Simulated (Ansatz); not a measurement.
# CH₃BrSSi: up Jacob's ladder to CCSD(T)

One table from this session's results is given with a row withheld; the runs are named, their logs left out.

Computed with Ansatz 0.2.0, Gaussian basis. Level: functionals in def2-TZVPP, the program's frozen cores in correlated methods.

The runs, in order: LDA (SPW92), PBE-D4, revPBE-D4, BLYP-D4, r2SCAN-D4, B97M-V, PBE0-D4, B3LYP-D4, r2SCANh-D4, r2SCAN0-D4, HSE06-D4, BHLYP-D4, CAM-B3LYP-D4, LC-ωPBE, ωB97X-V, ωB97M-V, B2PLYP, PBE-QIDH; CCSD(T)/def2-SVP; CCSD(T)/def2-TZVPP; MP2/def2-QZVPP; extrapolation to the limit; RPA on PBE.

### The geometry

An earlier PBE0-D4 in a triple-zeta def2 set relaxation fixed the geometry.

SMILES `S=C[SiH2]Br`, 7 atoms, charge 0, spin multiplicity 1.

Atoms are counted from 1 here; the program's logs count them from 0.

Bond lengths: S1–C2 1.609 Å, C2–Si3 1.877 Å, C2–H5 1.092 Å, Si3–Br4 2.224 Å, Si3–H6 1.479 Å, Si3–H7 1.479 Å. Angles: S1–C2–Si3 117.0°, S1–C2–H5 120.9°, Si3–C2–H5 122.1°, C2–Si3–Br4 110.4°, C2–Si3–H6 109.1°, C2–Si3–H7 109.1°, Br4–Si3–H6 108.5°, Br4–Si3–H7 108.4°, H6–Si3–H7 111.3°.

Set-up of the first run:

Input file in.yaml:

```yaml
crystal:
  periodic: [false, false, false]
  atoms:
    - {symbol: S, position_ang: [-2.011412, 1.229488, 0.063479]}
    - {symbol: C, position_ang: [-0.876511, 0.325475, -0.632101]}
    - {symbol: Si, position_ang: [0.569167, -0.202346, 0.442498]}
    - {symbol: Br, position_ang: [1.979507, -1.467543, -0.722865]}
    - {symbol: H, position_ang: [-0.953348, 0.039765, -1.683762]}
    - {symbol: H, position_ang: [0.060552, -0.994803, 1.582867]}
    - {symbol: H, position_ang: [1.293344, 1.001967, 0.904186]}
basis:
  gaussian: {orbitals: def2-TZVPP}
hamiltonian: {xc: lda}
output: {orbitals: {seedname: orbitals}}
```

Started as:

```
> ansatz run in.yaml --threads 2 --pin off --events-out ev --progress --plain --max-ram 4352MiB
```

Among the steps run: LDA; PBE-D4 (GGA); revPBE-D4 (GGA); BLYP-D4 (GGA); r2SCAN-D4 (meta-GGA); B97M-V (meta-GGA); B3LYP-D4 (hybrid); r2SCANh-D4 (hybrid); r2SCAN0-D4 (hybrid); HSE06-D4 (hybrid); BHLYP-D4 (hybrid); CAM-B3LYP-D4 (range-separated); LC-ωPBE (range-separated); ωB97X-V (range-separated); ωB97M-V (range-separated); B2PLYP (double hybrid); PBE-QIDH (double hybrid).

One table of the session follows, with a row left open; its other results are not shown here.

It belongs to the step «Frontier levels by functional». 

```
  functional  HOMO (eV)  LUMO (eV)  gap (eV)
 LDA (SPW92)      -5.82      -4.31      1.51
      PBE-D4      -5.69      -4.11      1.59
   revPBE-D4      -5.64      -4.03      1.61
     BLYP-D4      -5.54      -3.93      1.61
   r2SCAN-D4      -5.91      -4.04      1.86
      B97M-V          ?          ?         ?
     PBE0-D4      -6.88      -3.18      3.70
    B3LYP-D4      -6.65      -3.35      3.30
  r2SCANh-D4      -6.35      -3.69      2.66
  r2SCAN0-D4      -7.02      -3.16      3.86
    HSE06-D4      -6.48      -3.57      2.92
    BHLYP-D4      -7.94      -2.09      5.86
CAM-B3LYP-D4      -8.19      -1.99      6.20
     LC-ωPBE      -9.56      -0.90      8.66
     ωB97X-V      -9.20      -0.94      8.26
     ωB97M-V      -9.04      -0.99      8.04
```

**Question.** Estimate the row for B97M-V.

**Answer.** HOMO (eV): -5.99; LUMO (eV): -3.99; gap (eV): 2.00. In the column «HOMO (eV)» it lies between r2SCANh-D4 (-6.35) and r2SCAN-D4 (-5.91).
